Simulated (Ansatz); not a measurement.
# CH5GeO+ (SMILES [CH2]1[OH+][GeH2]1): functionals against CCSD(T) at one geometry

Aim: energy, forces and dipole at a structure displaced at random from a GFN2-xTB minimum, from CCSD(T) and from density functionals.

Program: Ansatz 0.2.0, Gaussian basis. Level of theory: single points in def2-TZVPP. These are calculated values, not measurements.

Cores are frozen in the correlated methods. Filled d shells of the heavier atoms are correlated.

### Step 1. The starting structure

SMILES `[CH2]1[OH+][GeH2]1`, 8 atoms, charge 1, spin multiplicity 1.

Atoms are counted from 1 here; the program's logs count them from 0.

Bond lengths: C1–O2 1.467 Å, C1–Ge3 1.862 Å, C1–H4 1.045 Å, C1–H5 1.090 Å, O2–Ge3 2.208 Å, O2–H6 0.936 Å, Ge3–H7 1.409 Å, Ge3–H8 1.699 Å. Angles: O2–C1–Ge3 82.1°, O2–C1–H4 105.1°, O2–C1–H5 102.8°, Ge3–C1–H4 126.4°, Ge3–C1–H5 125.3°, H4–C1–H5 105.2°, C1–O2–Ge3 56.7°, C1–O2–H6 121.3°, Ge3–O2–H6 124.5°, C1–Ge3–O2 41.2°, C1–Ge3–H7 120.8°, C1–Ge3–H8 120.6°, O2–Ge3–H7 104.4°, O2–Ge3–H8 98.8°, H7–Ge3–H8 108.8°.

Coordinates:

```xyz
8
CH5GeO
C    -0.56670    0.33220   -0.59590
O    -0.27580    0.75350    0.77920
Ge    0.52480   -1.09880   -0.11660
H    -1.60970    0.32100   -0.66200
H    -0.25270    1.19490   -1.18380
H     0.23230    1.51910    0.95570
H     0.04160   -2.12740    0.71680
H     2.17350   -0.85590    0.21480
```

### Step 2. CCSD(T)/def2-TZVPP

Input file run/in.yaml:

```yaml
crystal:
  periodic: [false, false, false]
  atoms:
    - {symbol: C, position_ang: [-0.566700, 0.332200, -0.595900]}
    - {symbol: O, position_ang: [-0.275800, 0.753500, 0.779200]}
    - {symbol: Ge, position_ang: [0.524800, -1.098800, -0.116600]}
    - {symbol: H, position_ang: [-1.609700, 0.321000, -0.662000]}
    - {symbol: H, position_ang: [-0.252700, 1.194900, -1.183800]}
    - {symbol: H, position_ang: [0.232300, 1.519100, 0.955700]}
    - {symbol: H, position_ang: [0.041600, -2.127400, 0.716800]}
    - {symbol: H, position_ang: [2.173500, -0.855900, 0.214800]}
basis:
  gaussian: {orbitals: def2-TZVPP}
total_charge: 1
correlation: {method: ccsd_t}
output: {forces: true}
```

No record of the launch command was kept for these runs.

### Step 3. PBE0-D4/def2-TZVPP

Changes to run/in.yaml since step 2:

```diff
@@ -14,3 +14,3 @@
 total_charge: 1
-correlation: {method: ccsd_t}
-output: {forces: true}
+hamiltonian: {xc: pbe0, dispersion: d4}
+output: {forces: true, orbitals: {seedname: orbitals}}
```

### Step 4. wB97M-V/def2-TZVPP

Changes to run/in.yaml since step 3:

```diff
@@ -14,3 +14,3 @@
 total_charge: 1
-hamiltonian: {xc: pbe0, dispersion: d4}
-output: {forces: true, orbitals: {seedname: orbitals}}
+hamiltonian: {xc: {name: wB97M-V}}
+output: {forces: true}
```

### Step 5. r2SCAN-D4/def2-TZVPP

Changes to run/in.yaml since step 4:

```diff
@@ -14,3 +14,3 @@
 total_charge: 1
-hamiltonian: {xc: {name: wB97M-V}}
+hamiltonian: {xc: r2scan, dispersion: d4}
 output: {forces: true}
```

### Step 6. PBE-D4/def2-TZVPP

Changes to run/in.yaml since step 5:

```diff
@@ -14,3 +14,3 @@
 total_charge: 1
-hamiltonian: {xc: r2scan, dispersion: d4}
+hamiltonian: {xc: pbe, dispersion: d4}
 output: {forces: true}
```

### Step 7. r2SCAN0-D4/def2-TZVPP

Changes to run/in.yaml since step 6:

```diff
@@ -14,3 +14,3 @@
 total_charge: 1
-hamiltonian: {xc: pbe, dispersion: d4}
+hamiltonian: {xc: {name: r2SCAN0}, dispersion: d4}
 output: {forces: true}
```

### Step 8. CAM-B3LYP-D4/def2-TZVPP

Changes to run/in.yaml since step 7:

```diff
@@ -14,3 +14,3 @@
 total_charge: 1
-hamiltonian: {xc: {name: r2SCAN0}, dispersion: d4}
+hamiltonian: {xc: {name: CAM-B3LYP}, dispersion: d4}
 output: {forces: true}
```

(Steps that only read results are left out.)

Q: Predict the outcome of this session. Wanted: energy less free atoms, CCSD(T)/def2-TZVPP; RMS force component; RMS force error; HOMO and LUMO, PBE0-D4; T1 diagnostic.

The runs gave:

```
                                  quantity                                                                                                   value
energy less free atoms, CCSD(T)/def2-TZVPP                                                                                         -405.1 kcal/mol
                       RMS force component                                                                    1.642 to 1.685 eV/Å over the methods
                           RMS force error  PBE0-D4 0.164, wB97M-V 0.088, r2SCAN-D4 0.087, PBE-D4 0.230, r2SCAN0-D4 0.175, CAM-B3LYP-D4 0.132 eV/Å
                    HOMO and LUMO, PBE0-D4                                                                                     -14.72 and -8.38 eV
                             T1 diagnostic                                                                                                   0.015
```

What this shows: Against CCSD(T) the functionals' energies less atoms differ by -22.5 to -1.1 kcal/mol, PBE-D4 by -22.5 kcal/mol. The reference is not at the basis limit: in triple zeta CCSD(T) underbinds, which counts against methods that bind more; the gaps are no ranking. On forces the order runs from r2SCAN-D4 to PBE-D4.
